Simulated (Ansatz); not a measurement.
# CH6Si (methylsilane): CCSDTQ/STO-3G

What is the electronic atomisation energy of CH6Si (methylsilane) at CCSDTQ/STO-3G? 

Program for the calculation: Ansatz 0.2.0.

47 further runs of the same task are left out: 1 that didn't finish, 46 set aside as unsound or not needed.

### Step 1. The system as given

CH6Si has 8 atoms, charge 0, and is taken as a singlet. As SMILES, `C[SiH3]`. Geometry: relaxed at PBE0-D4/def2-TZVP.

Bond lengths: C1–Si2 1.871 Å, C1–H3 1.092 Å, C1–H4 1.092 Å, C1–H5 1.092 Å, Si2–H6 1.488 Å, Si2–H7 1.488 Å, Si2–H8 1.488 Å. Some angles: C1–Si2–H6 110.7°, C1–Si2–H7 110.7°, C1–Si2–H8 110.7°, Si2–C1–H3 110.8°, Si2–C1–H4 110.8°, Si2–C1–H5 110.8°, H6–Si2–H7 108.2°, H6–Si2–H8 108.2°, H7–Si2–H8 108.2°, H3–C1–H4 108.1°.

### Step 2. The energy at CCSDTQ/STO-3G

The input, molecule.yaml:

```yaml
crystal:
  periodic: [false, false, false]
  atoms:
    - {symbol: C, position_ang: [-0.181500, 0.239740, -0.940300]}
    - {symbol: Si, position_ang: [0.162420, -0.214550, 0.841500]}
    - {symbol: H, position_ang: [-1.240470, 0.112510, -1.175580]}
    - {symbol: H, position_ang: [0.395470, -0.391420, -1.619800]}
    - {symbol: H, position_ang: [0.086600, 1.280720, -1.133860]}
    - {symbol: H, position_ang: [-0.624960, 0.646220, 1.765390]}
    - {symbol: H, position_ang: [1.605560, -0.040010, 1.159870]}
    - {symbol: H, position_ang: [-0.203110, -1.633210, 1.102780]}
basis:
  gaussian:
    orbitals: STO-3G
correlation:
  method: ccsdtq
  frozen_orbitals: {C: 1, H: 0, Si: 5}
accuracy: high
scf:
  omitted_lower_state_checks: [cluster_reference, increment]
```

On the command line:

```bash
ansatz run molecule.yaml --threads 1 --pin off --max-ram 3480MiB --events-out events.jsonl --progress --plain --runs-dir runs
```

The log of the run:

```text
Warning: RAYON_NUM_THREADS=1 ignored (pool sized by the plan → 1); use --threads N
[... 11 lines left out ...]
6 core orbitals not correlated: weight in the atoms' cores, before any rotation towards them, 1.000 or more for the frozen orbitals, at most 0.000 for the correlated occupied ones
[... 20 lines left out ...]
Total energy: -8888.35130040 eV, -326.6408855487 hartree
Checks for a lower state left out: cluster_reference, increment
```

It took 4.8 s on 1 thread of Arm Neoverse V2, shared host; peak memory 0.12 GiB.

### Step 3. The C atom at the same level

The input, job.yaml:

```yaml
crystal:
  periodic: [false, false, false]
  atoms:
    - {symbol: C, position_ang: [0.000000, 0.000000, 0.000000]}
basis:
  gaussian:
    orbitals: STO-3G
magnetization:
  spin_polarized: true
  initial_magnetization: 2
correlation:
  method: ccsdtq
  frozen_orbitals: {C: 1}
accuracy: high
scf:
  omitted_lower_state_checks: [cluster_reference, increment]
```

On the command line:

```bash
ansatz run job.yaml --threads 1 --pin off --max-ram 3480MiB --events-out events.jsonl --progress --plain --runs-dir runs
```

The log of the run, cut to the lines that bear on the results:

```text
Warning: RAYON_NUM_THREADS=1 ignored (pool sized by the plan → 1); use --threads N
Functional definition: HF
  name "HF"
[...]
15 factors; integrals over basis functions are off by at most 9.8e-10 eV
[...]
mean field -1012.21982732 eV, -37.1983925466 hartree, gradient 0.0e0 eV, S^2 2.000000; 2 other end points of the search recorded, 0 dependent functions left out
1 core orbitals not correlated: weight in the atoms' cores, before any rotation towards them, 1.000 or more for the frozen orbitals, at most 0.000 for the correlated occupied ones
reference -1012.21982732 eV, -37.1983925466 hartree; 3, 1 occupied and 1, 3 virtual orbitals, 15 factors
second order -0.26779434 eV of doubles, 0.00000000 eV of singles
cycle   1  -0.40690292 eV  change   -1.4e-1 eV  update   3.9e-2
[...]
cycle  10  -0.55043897 eV  change   2.3e-11 eV  update  3.3e-12
Total energy: -1012.77026629 eV, -37.2186208057 hartree
Checks for a lower state left out: cluster_reference, increment
```

It took 0.56 s on 1 thread of Arm Neoverse V2, shared host.

### Step 4. The H atom: the energy at UHF/STO-3G

The input, molecule.yaml:

```yaml
basis:
  gaussian: {orbitals: STO-3G}
crystal:
  periodic: [false, false, false]
  atoms:
    - symbol: H
      position_ang: [0.000000, 0.000000, 0.000000]
magnetization: {spin_polarized: true, initial_magnetization: 1}
hamiltonian: {xc: hf}
accuracy: high
```

Run the same way, it converges to -0.46658 Eh (log not shown).

### Step 5. The Si atom at the same level

The input, job.yaml:

```yaml
crystal:
  periodic: [false, false, false]
  atoms:
    - {symbol: Si, position_ang: [0.000000, 0.000000, 0.000000]}
basis:
  gaussian: {orbitals: STO-3G}
magnetization: {spin_polarized: true, initial_magnetization: 2}
correlation: {method: ccsdtq, frozen_orbitals: {Si: 5}}
accuracy: high
scf: {omitted_lower_state_checks: [cluster_reference, increment]}
```

Run the same way, it converges to -285.47963 Eh (log not shown).

### Step 6. Summary of results

At CCSDTQ/STO-3G, 6 core orbitals frozen:

| quantity | value |
| --- | --- |
| molecule: total energy | -326.64089 Eh |
| molecule: correlation energy (6 core orbitals frozen) | -136.0 mEh |
| molecule: T1 diagnostic | 0.003 |
| C atom: total energy | -37.21862 Eh |
| C atom: correlation energy (1 core orbital frozen) | -20.2 mEh |
| C atom: ⟨S²⟩ of the reference determinant | 2.000 |
| C atom: T1 diagnostic | 0.000 |
| H atom: total energy | -0.46658 Eh |
| H atom: ⟨S²⟩ | 0.750 |
| Si atom: total energy | -285.47963 Eh |
| Si atom: correlation energy (5 core orbitals frozen) | -13.4 mEh |
| Si atom: ⟨S²⟩ of the reference determinant | 2.000 |
| Si atom: T1 diagnostic | 0.000 |
| electronic atomisation energy | 31.107 eV |

**Reading.** Taking the molecule apart into free atoms costs 31.11 eV (717 kcal/mol), before zero-point energy and without spin-orbit coupling. In a minimal basis such a difference can be off by several eV, whatever the method.
